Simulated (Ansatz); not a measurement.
ClH3OSn, SMILES [OH][SnH2][Cl], a rigid scan of one bond angle

With Ansatz's Python interface.

The cells in order, each with its output:

**Cell 1**
```python
import ansatz
from ase import Atoms
```

**Cell 2**
```python
atoms = Atoms(["O", "Sn", "Cl", "H", "H", "H"], positions=[
    [-1.0937, -1.0864, -0.4597],
    [0.2996, 0.1706, 0.1265],
    [2.077, -1.0969, 0.929],
    [-1.7814, -0.4255, -0.7996],
    [0.8409, 1.1441, -1.2401],
    [-0.3004, 1.2301, 1.3978],
])
```

**Cell 3**
```python
# relax first, so that the scan starts from a minimum
first = (
    ansatz.Crystal.molecule_from_ase(atoms).calculation()
    .basis(gaussian="def2-SVP")
    .functional("cam_b3lyp")
    .scf(lower_state_search="off")
    .relax(force_tolerance=0.02, max_steps=80)
)
atoms.positions = first.run(threads=1).report["positions_ang"]

rows = []
for angle in [90, 100, 110, 120, 135, 150, 165, 179]:
    bent = atoms.copy()
    bent.set_angle(1, 0, 3, angle, indices=[3])
    setup = (
        ansatz.Crystal.molecule_from_ase(bent).calculation()
        .basis(gaussian="def2-SVP")
        .functional("cam_b3lyp")
        .scf(lower_state_search="off")
    )
    rows.append((angle, setup.run(threads=1).report["free_energy_ev"]))
floor = min(e for _, e in rows)
for angle, e in rows:
    print(f"angle Sn1-O0-H3 = {angle:3d} deg   {1000 * (e - floor):9.1f} meV")
```
Output:
```text
angle Sn1-O0-H3 =  90 deg       254.7 meV
angle Sn1-O0-H3 = 100 deg        75.0 meV
angle Sn1-O0-H3 = 110 deg         0.0 meV
angle Sn1-O0-H3 = 120 deg         3.5 meV
angle Sn1-O0-H3 = 135 deg       106.8 meV
angle Sn1-O0-H3 = 150 deg       264.5 meV
angle Sn1-O0-H3 = 165 deg       408.2 meV
angle Sn1-O0-H3 = 179 deg       479.8 meV
```

Notes:
- These settings explore the input space; basis and method may be short of convergence.
- The scan is rigid, and the energies are electronic, in a modest basis. The zero is the lowest point of the grid, which needn't be the minimum.
- def2 sets replace the cores of elements past krypton by effective core potentials.
- Hardware and time: 59 s on 1 thread of Arm Neoverse V2 (shared host), peak memory 0.22 GiB.
